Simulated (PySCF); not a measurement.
# RbBe+: bond curves at several levels of theory

One table from this session's results is given with a row withheld; the runs are named, their logs left out.

Program: PySCF 2.14.0. Level of theory: Rb def2-SVP with ECP28, Be def2-SVP, scalar-relativistic core potentials. These are calculated values, not measurements.

Set-up of the first run:

The job is set up so:

```yaml
atoms: Rb, Be
charge: 1
basis: Rb def2-SVP with ECP28, Be def2-SVP
Hamiltonian: scalar-relativistic core potentials
basis_functions: 33
electrons_treated: 12
masses_in_u: 84.9118, 9.0122
levels: PBE0, PBE, r²SCAN, PBEsol, MN15, M06-L, HF, MP2, SCS-MP2, CCSD, CCSD(T)
grid: 80 radial by 434 angular points
occupations: held fixed by the projection of orbital angular momentum
dissociation_limit: Rb+ + Be, each in its ground configuration
starting_distance_in_angstrom: 3.120
values_of_2S_to_try: 0, 2
```

Run with:

```
OMP_NUM_THREADS=1 python dia.py task.json out
```

Among the steps run: The job; The PBE0 curve of the state that the search chose; Other states along the same grid; PBE (GGA); r²SCAN (meta-GGA); PBEsol; MN15; M06-L; RHF (mean field); Adding correlation.

One table of the session follows, with a row left open; its other results are not shown here.

Energy (eV) from each level's lowest point:

| R (Å) | RHF | RHF-MP2 | RHF-SCS-MP2 | RHF-CCSD | RHF-CCSD(T) |
| --- | --- | --- | --- | --- | --- |
| 3.203 | 0.180 | 0.135 | 0.142 | n/a | n/a |
| 3.352 | 0.098 | 0.068 | 0.073 | 0.075 | 0.073 |
| 3.501 | 0.047 | 0.028 | 0.032 | 0.034 | 0.032 |
| 3.612 | 0.023 | 0.011 | 0.014 | 0.016 | 0.015 |
| 3.724 | 0.009 | 0.003 | 0.004 | 0.005 | 0.005 |
| 3.836 | 0.002 | 0.000 | 0.000 | 0.000 | 0.000 |
| 3.985 | 0.000 | 0.003 | 0.002 | 0.000 | 0.000 |
| 4.171 | ? | ? | ? | ? | ? |
| 4.394 | 0.017 | 0.028 | 0.024 | 0.017 | 0.017 |
| 4.692 | 0.036 | 0.050 | 0.045 | n/a | n/a |

**Question.** Estimate the row for R (Å) = 4.171.

Worked estimate for «RHF». A straight line through the neighbours (3.985, 0.000) and (4.394, 0.017) gives 0.000 + (0.017 − 0.000) × (4.171 − 3.985) / (4.394 − 3.985) = 0.008; a parabola fitted to 4 rows on both sides gives 0.006.

**Answer.** RHF: 0.005; RHF-MP2: 0.013; RHF-SCS-MP2: 0.010; RHF-CCSD: 0.006; RHF-CCSD(T): 0.006. In «RHF» the line misses by +0.003 and the parabola by +0.001.

Limits of these values: The bond is weak, and basis-set superposition, which was not computed, may be a sizeable part of it.
